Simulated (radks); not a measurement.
**Tb³⁺ in [Kr] 4d10 4f8.5 5s1.5 5p6: an all-electron calculation**

Aim: the levels, the sizes of the orbitals and the parts of the energy of the terbium ion Tb3+.

Program: radks (a radial shooting solver on a logarithmic mesh, Libxc functionals) version 1. Level of theory: Dirac Kohn-Sham, BP86, spin-unpolarised, spherical densities, point nucleus; open shells are shared between the two j in proportion to 2j + 1. These are calculated values, not measurements, unless marked.

### 1 The system

```
element       : terbium (Z = 65)
charge        : +3
electrons     : 62
configuration : [Kr] 4d10 4f8.5 5s1.5 5p6
```

### 2 The run

Input:

```text
Z 65
configuration [Kr] 4d10 4f8.5 5s1.5 5p6
relativity Dirac
functional b88,p86
spin unpolarised
j_filling average
nucleus point
c 137.035999084
```

Run with:

```sh
$ python run_ks.py task.json out
```

All runs below come from this command, one after another.

Q: Predict the outcome of this run.

As calculated:

```
                        quantity                   value
                    total energy     -11718.1487 hartree
exchange-correlation share of it                  2.20 %
                            −T/E                  1.0938
          highest occupied level       4f7/2, -32.538 eV
    most extended occupied level  5p3/2, <r> = 1.54 bohr
 radius at density 0.001 e/bohr³               3.23 bohr
    maxima of the radial density                       4
```

5 principal shells are occupied and 4 maxima appear in the radial density; where shells overlap, one shows as a shoulder or not at all. Relativity lifts −T/E to 1.094. This is not the tabulated ground configuration, so its levels and sizes aren't those of the ground state, and no measured value stands beside it.
